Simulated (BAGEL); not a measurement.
**CHBr2F (dibromofluoromethane) at B3LYP/6-31G(d) (density fitting with cc-pvqz-jkfit, spherical functions)**

What is the energy change on altering one bond length of CHBr2F (dibromofluoromethane) at B3LYP/6-31G* (density fitting with cc-pvqz-jkfit, spherical functions)? 

The results are computed with BAGEL 1.2.2.

1 further run of the same task is left out (set aside as unsound or not needed).

### Step 1. The molecule

CHBr2F has 5 atoms, charge 0, and is taken as a singlet. SMILES: `FC(Br)Br`. The coordinates come from a PBE0-D4/def2-TZVP relaxation.

Bond lengths: F1–C2 1.338 Å, C2–Br3 1.927 Å, C2–Br4 1.927 Å, C2–H5 1.087 Å. Angles: F1–C2–Br3 109.7°, F1–C2–Br4 109.7°, Br3–C2–Br4 112.1°, F1–C2–H5 110.1°, Br3–C2–H5 107.6°, Br4–C2–H5 107.6°.

### Step 2. The energy at B3LYP/6-31G(d) (density fitting with cc-pvqz-jkfit, spherical functions)

File calc.json:

```json
{ "bagel" : [

{
  "title" : "molecule",
  "basis" : "6-31gs.json",
  "df_basis" : "cc-pvqz-jkfit",
  "angstrom" : true,
  "geometry" : [
    { "atom" : "F", "xyz" : [   -0.600920,   -0.184840,    1.263390 ] },
    { "atom" : "C", "xyz" : [   -0.045380,    0.120690,    0.085480 ] },
    { "atom" : "Br", "xyz" : [    1.772910,   -0.516240,    0.041810 ] },
    { "atom" : "Br", "xyz" : [   -1.107080,   -0.618300,   -1.342960 ] },
    { "atom" : "H", "xyz" : [   -0.019530,    1.198700,   -0.047720 ] }
  ]
},
{ "title" : "ks", "xc_func" : "b3lyp" },
{ "title" : "print", "file" : "orbitals.molden", "orbitals" : true }

]}
```

The basis set 6-31G* is read from a file made from the Basis Set Exchange's data (not shown).

Command:

```sh
$ BAGEL_NUM_THREADS=1 BAGEL calc.json > calc.out
```

Output:

```text
* using 1 threads per process

  ===============================================================
  ===============================================================

  *** Geometry ***

  { "atom" : "F", "xyz" : [     -1.135574,     -0.349297,      2.387461 ] },
  { "atom" : "C", "xyz" : [     -0.085756,      0.228071,      0.161534 ] },
  { "atom" : "Br", "xyz" : [      3.350314,     -0.975552,      0.079009 ] },
  { "atom" : "Br", "xyz" : [     -2.092078,     -1.168418,     -2.537827 ] },
  { "atom" : "H", "xyz" : [     -0.036906,      2.265215,     -0.090178 ] },

  Number of auxiliary basis functions:      699

  Since a DF basis is specified, we compute 2- and 3-index integrals:
    o Being stored without compression. Storage requirement is 0.049 GB

  Number of basis functions:       94
  Number of electrons      :       86

    * METHOD: MOLECULE                             0.56

  *** Kohn-Sham DFT ***

    * Removing 8757 points whose weight is below 1.00e-10
    * Grid points: 65773

  === Nuclear Repulsion ===
   483.6019089201

       - DIIS with orbital gradients will be used.

  === KS iteration (b3lyp / 6-31gs.json) ===
      0      -5103.78435172          0.13685727           0.54
      1      -4527.47031406          0.40307902           0.52
      2      -5072.91940142          0.16845915           0.52
      3      -4930.20823767          0.33767272           0.53
      4      -5263.15670064          0.15583869           0.52
      5      -5283.13812569          0.07680401           0.53
      6      -5279.08389556          0.09272745           0.52
      7      -5285.72849003          0.02575448           0.53
      8      -5285.86667974          0.02545322           0.53
      9      -5286.22439682          0.00781505           0.52
     10      -5286.27130231          0.00126953           0.48
     11      -5286.27221319          0.00044618           0.48
     12      -5286.27233327          0.00004213           0.48
     13      -5286.27233453          0.00000866           0.48
     14      -5286.27233457          0.00000589           0.49
     15      -5286.27233458          0.00000307           0.49
     16      -5286.27233459          0.00000089           0.49
     17      -5286.27233459          0.00000008           0.49
     18      -5286.27233459          0.00000005           0.49
     19      -5286.27233459          0.00000001           0.45
     20      -5286.27233459          0.00000000           0.49
    * SCF iteration converged.

    * Permanent dipole moment:
           (   -0.017752,    -0.477344,     0.072119) a.u.

    * METHOD: KS                                  10.83

    * METHOD: PRINT                                0.01

  ===============================================================
```

Run time: 12 s. Hardware: 1 thread of Arm Neoverse V2, shared host; peak memory 0.39 GiB.

### Step 3. The distorted shape

File dft.json:

```json
{ "bagel" : [

{
  "title" : "molecule",
  "basis" : "6-31gs.json",
  "df_basis" : "cc-pvqz-jkfit",
  "angstrom" : true,
  "geometry" : [
    { "atom" : "F", "xyz" : [    0.248441,    0.406353,    2.406143 ] },
    { "atom" : "C", "xyz" : [    0.803981,    0.711883,    1.228233 ] },
    { "atom" : "Br", "xyz" : [    2.622271,    0.074953,    1.184563 ] },
    { "atom" : "Br", "xyz" : [   -1.107080,   -0.618300,   -1.342960 ] },
    { "atom" : "H", "xyz" : [    0.829831,    1.789893,    1.095033 ] }
  ]
},
{
  "title" : "ks",
  "xc_func" : "b3lyp",
  "charge" : 0
},
{
  "title" : "print",
  "file" : "orbitals.molden",
  "orbitals" : true
}

]}
```

The basis set 6-31G* is read from a file made from the Basis Set Exchange's data (not shown).

Command:

```sh
$ BAGEL_NUM_THREADS=1 BAGEL dft.json > dft.out
```

Output:

```text
* using 1 threads per process

  ===============================================================
  ===============================================================

  *** Geometry ***

  { "atom" : "F", "xyz" : [      0.469485,      0.767896,      4.546951 ] },
  { "atom" : "C", "xyz" : [      1.519304,      1.345264,      2.321024 ] },
  { "atom" : "Br", "xyz" : [      4.955374,      0.141641,      2.238500 ] },
  { "atom" : "Br", "xyz" : [     -2.092078,     -1.168418,     -2.537827 ] },
  { "atom" : "H", "xyz" : [      1.568153,      3.382408,      2.069312 ] },

  Number of auxiliary basis functions:      699

  Since a DF basis is specified, we compute 2- and 3-index integrals:
    o Being stored without compression. Storage requirement is 0.049 GB

  Number of basis functions:       94
  Number of electrons      :       86

    * METHOD: MOLECULE                             0.56

  *** Kohn-Sham DFT ***

    * Removing 7386 points whose weight is below 1.00e-10
    * Grid points: 67144

  === Nuclear Repulsion ===
   373.2152541427

       - DIIS with orbital gradients will be used.

  === KS iteration (b3lyp / 6-31gs.json) ===
      0      -5100.56064907          0.13303379           0.52
      1      -4443.62890484          0.37201917           0.45
      2      -4978.46903311          0.16315631           0.48
      3      -4925.50665584          0.52412362           0.53
      4      -5025.23669037          0.31405368           0.48
      5      -5181.34455583          0.37111998           0.51
      6      -5195.51683245          0.29042670           0.53
      7      -4861.04760106          0.32005676           0.50
      8      -5047.98811552          0.15473697           0.51
      9      -4964.63822993          0.31138706           0.52
[... 21 lines of this table left out ...]
     31      -5286.16545755          0.00000004           0.51
     32      -5286.16545755          0.00000002           0.52
     33      -5286.16545755          0.00000002           0.51
     34      -5286.16545755          0.00000000           0.51
    * SCF iteration converged.

    * Permanent dipole moment:
           (   -1.381708,    -0.999395,    -1.324049) a.u.

    * METHOD: KS                                  17.92

    * METHOD: PRINT                                0.01

  ===============================================================
```

Run time: 19 s. Hardware: 1 thread of Arm Neoverse V2, shared host; peak memory 0.39 GiB.

### Step 4. What came out

At B3LYP/6-31G* (density fitting with cc-pvqz-jkfit, spherical functions):

| quantity | value |
| --- | --- |
| first shape: total energy | -5286.27233 Eh |
| first shape: dipole moment | 1.23 D |
| first shape: HOMO energy | -8.00 eV |
| first shape: LUMO energy | -1.47 eV |
| first shape: HOMO–LUMO gap | 6.53 eV |
| distorted shape: total energy | -5286.16546 Eh |
| distorted shape: dipole moment | 5.49 D |
| distorted shape: HOMO energy | -7.08 eV |
| distorted shape: LUMO energy | -5.65 eV |
| distorted shape: HOMO–LUMO gap | 1.43 eV |
| energy change with the C2–Br4 bond stretched from 1.927 to 3.469 Å | 2.908 eV |

**Reading.** One bond (distorted shape) is far stretched, which a spin-restricted single reference describes badly; a broken-symmetry solution may lie lower. With the C2–Br4 bond stretched from 1.927 to 3.469 Å the energy rises by 2.91 eV (67 kcal/mol). The first shape isn't relaxed at this level, so the change isn't measured from a minimum. A restricted reference can't describe the breaking bond well at this length.
